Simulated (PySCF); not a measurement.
# CaH: from the state search to spectroscopic constants

The task here is to estimate one member of a computed series from the others.

Method: Ca def2-SVPD, H def2-SVPD, no relativity; program: PySCF 2.14.0.

The first run:

A driver script around PySCF takes these settings:

| Property | Result |
| --- | --- |
| atoms | Ca, H |
| charge | 0 |
| basis | Ca def2-SVPD, H def2-SVPD |
| Hamiltonian | no relativity |
| basis functions | 35 |
| electrons treated | 21 |
| masses in u | 39.9626, 1.0078 |
| levels | PBE0, PBE, r²SCAN, LDA, revPBE, BP86, HF, MP2, SCS-MP2, CCSD, CCSD(T) |
| grid | 80 radial by 434 angular points |
| occupations | held fixed by the projection of orbital angular momentum |
| dissociation limit | Ca + H, each in its ground configuration |
| starting distance in angstrom | 1.910 |
| values of 2S to try | 1, 3 |

Run with:

```console
> OMP_NUM_THREADS=1 python dia.py task.json out
```

Steps of the session up to this table: Input; First curve: PBE0; Other states along the same grid; PBE (GGA); r²SCAN (meta-GGA); LDA; revPBE (GGA); BP86 (GGA); UHF (mean field); MP2 and coupled cluster.

One of the session's tables, all rows but one given; the rest of the session is left out.

Energy (eV) from each level's lowest point:

| R (Å) | UHF | UHF-MP2 | UHF-SCS-MP2 | UHF-CCSD | UHF-CCSD(T) |
| --- | --- | --- | --- | --- | --- |
| 1.708 | 0.518 | 0.424 | 0.435 | n/a | n/a |
| 1.787 | 0.279 | 0.215 | 0.223 | 0.227 | 0.225 |
| 1.867 | 0.124 | 0.085 | 0.090 | 0.094 | 0.094 |
| 1.926 | ? | ? | ? | ? | ? |
| 1.986 | 0.013 | 0.003 | 0.004 | 0.006 | 0.006 |
| 2.046 | 0.000 | 0.000 | 0.000 | 0.000 | 0.000 |
| 2.125 | 0.016 | 0.026 | 0.025 | 0.021 | 0.021 |
| 2.224 | 0.077 | 0.096 | 0.093 | 0.082 | 0.082 |
| 2.344 | 0.195 | 0.218 | 0.213 | 0.193 | 0.192 |
| 2.502 | 0.400 | 0.423 | 0.416 | n/a | n/a |

**Question.** Estimate the row for R (Å) = 1.926.

Worked estimate for «UHF». A straight line through the neighbours (1.867, 0.124) and (1.986, 0.013) gives 0.124 + (0.013 − 0.124) × (1.926 − 1.867) / (1.986 − 1.867) = 0.069; a parabola fitted to 4 rows on both sides gives 0.052.

**Answer.** UHF: 0.053; UHF-MP2: 0.030; UHF-SCS-MP2: 0.033; UHF-CCSD: 0.036; UHF-CCSD(T): 0.036. In «UHF» the line misses by +0.016 and the parabola by -0.001.
